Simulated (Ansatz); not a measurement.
The system is NbTe.

```
CELL_PARAMETERS angstrom
3.70297 0.00000 0.00000
-1.85149 3.20687 0.00000
0.00000 0.00000 3.69421
ATOMIC_POSITIONS crystal
Te 0.66667 0.33333 0.00000
Nb 0.00000 0.00000 0.50000
```

The cell comes from a database or a generator and needn't be the stable form of this composition.

Base run:

```yaml
Program: Ansatz 0.2.0
Functional: PBEsol
Potentials_or_basis: all-electron LAPW, inner shells corrected to Dirac's equation
Cutoff: 233 eV
Density_cutoff: 934 eV
Basis_error_allowed: 0.001 eV/atom
k_mesh: 8 × 8 × 7
Occupations: fermi-dirac, width 0.05 eV
Spin: no spin polarisation
```

Its results: pressure -5.2 GPa.

Task: After a change of settings the same cell gave: pressure -4.3 GPa. Which change was it?
A. functional from PBEsol to LDA; potentials or basis from all-electron LAPW, inner shells corrected to Dirac's equation to all-electron LAPW, scalar-relativistic
B. potentials or basis from all-electron LAPW, inner shells corrected to Dirac's equation to all-electron PAW datasets made for the crystal
C. potentials or basis from all-electron LAPW, inner shells corrected to Dirac's equation to all-electron LAPW, non-relativistic
D. functional from PBEsol to PBE; potentials or basis from all-electron LAPW, inner shells corrected to Dirac's equation to all-electron LAPW, scalar-relativistic

Result: C.

Caveats: relativity is left out, which matters for the heavier elements (some runs).

Not every run made on this cell is shown here.
